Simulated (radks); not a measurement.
# Sc in [Ne] 3s2 3p5 3d1 4s2 4d1: an all-electron calculation

One table from this session's results is given with a row withheld; the runs are named, their logs left out.

Method: non-relativistic Kohn-Sham, MS2 meta-GGA, spin-polarised, spherical densities, point nucleus; open shells are filled with parallel spins first. Code: radks (a radial shooting solver on a logarithmic mesh, Libxc functionals) version 1.

## The system

| Item | Value |
| --- | --- |
| element | scandium (Z = 21) |
| charge | 0 |
| electrons | 21 |
| configuration | [Ne] 3s2 3p5 3d1 4s2 4d1 |

The outer shells:

Sc
```
[Ne] core
3s [↑↓]
3p [↑↓][↑↓][↑ ]
3d [↑ ][  ][  ][  ][  ]
4s [↑↓]
4d [↑ ][  ][  ][  ][  ]
```

Set-up of the first run:

The run's settings:

```text
Z 21
configuration [Ne] 3s2 3p5 3d1 4s2 4d1 4p0 5s0
relativity non-relativistic
functional ms2,regtpss
spin polarised
nucleus point
```

Started as:

```sh
> python run_ks.py task.json out
```

This one command runs every case of the session in turn.

Among the steps run: Self-consistent calculation.

One of the session's tables, all rows but one given; the rest of the session is left out.

It belongs to the step «Orbitals and density». Radial moments (bohr):

```
  level      <r>  outermost maximum (interpolated)  90 % within  nodes
  1s up  0.07352                            0.0484        0.131      0
1s down  0.07352                            0.0484        0.131      0
  2s up   0.3443                             0.285        0.535      1
2s down   0.3440                             0.285        0.534      1
  2p up   0.3082                             0.234        0.507      0
2p down   0.3080                             0.234        0.506      0
  3s up    1.058                             0.926         1.57      2
3s down    1.063                             0.926         1.58      2
  3p up    1.131                             0.959         1.72      1
3p down    1.140                             0.960         1.74      1
  3d up    1.432                              1.01         2.41      0
3d down    1.517                              1.02         2.60      0
  4s up    3.196                              2.77         4.69      3
4s down    3.264                              2.83         4.77      3
  4p up    3.936                              3.30         5.92      2
4p down    3.973                              3.33         5.96      2
  5s up        ?                                 ?            ?      ?
  4d up    8.519                              7.34         13.1      1
```

Estimate the missing values for 5s up.

**Answer.** <r>: 8.873; outermost maximum (interpolated): 8.08; 90 % within: 12.7; nodes: 4. In the column «<r>» it is the highest.
